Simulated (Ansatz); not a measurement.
Crystal: NbPd4.

```
CELL_PARAMETERS angstrom
1.41760 0.81845 11.49527
-1.41760 0.81845 11.49527
0.00000 -1.63690 11.49527
ATOMIC_POSITIONS crystal
Pd 0.60062 0.60062 0.60062
Pd 0.19992 0.19992 0.19992
Pd 0.80008 0.80008 0.80008
Pd 0.39938 0.39938 0.39938
Nb 0.00000 0.00000 0.00000
```

The cell comes from a database or a generator and needn't be the stable form of this composition.

* Program: Ansatz 0.2.0
* Task: single point
* Functional: PBEsol
* Potentials or basis: Ansatz PAW
* Cutoff: 420 eV (not typed: the program's choice for these potentials)
* k mesh: 11 × 11 × 11
* Occupations: fermi-dirac, width 0.05 eV
* Spin: no spin polarisation

On this cell: pressure -10.1 GPa; largest force 0.087 eV/Å; band gap on the k mesh none (metal or under the smearing width).

The same run follows on a disturbed copy (atoms moved at random, drawn with an rms of 0.05 Å):

```xyz
5
Lattice="1.4176 0.8185 11.4953 -1.4176 0.8185 11.4953 0.0000 -1.6369 11.4953" Properties=species:S:1:pos:R:3 pbc="T T T"
Pd    0.0004    0.0238   20.7048
Pd    0.0609   -0.0290    6.8760
Pd    0.0028   -0.0032   27.5910
Pd    0.0126    0.0135   13.7760
Nb   -0.0034    0.0193    0.0201
```

Question: What changes?

Answer: The energy (extrapolated to zero smearing) moves by +1.8 meV/atom; pressure -10.1 GPa; largest force 0.257 eV/Å; band gap on the k mesh none (metal or under the smearing width).

Forces in eV/Å, atoms in the order of the input:
```
Pd   0.032 -0.030  0.203
Pd  -0.078  0.046  0.112
Pd   0.042 -0.005 -0.045
Pd  -0.024  0.000 -0.015
Nb   0.028 -0.012 -0.255
```

Stress tensor (GPa, compression positive):
```
-10.22   0.01   0.00
  0.01 -10.21   0.02
  0.00   0.02  -9.92
```

Caveats: the PAW data sets come from PBE, with cores solved anew for the run's functional, which leaves a small shift of forces and pressure.
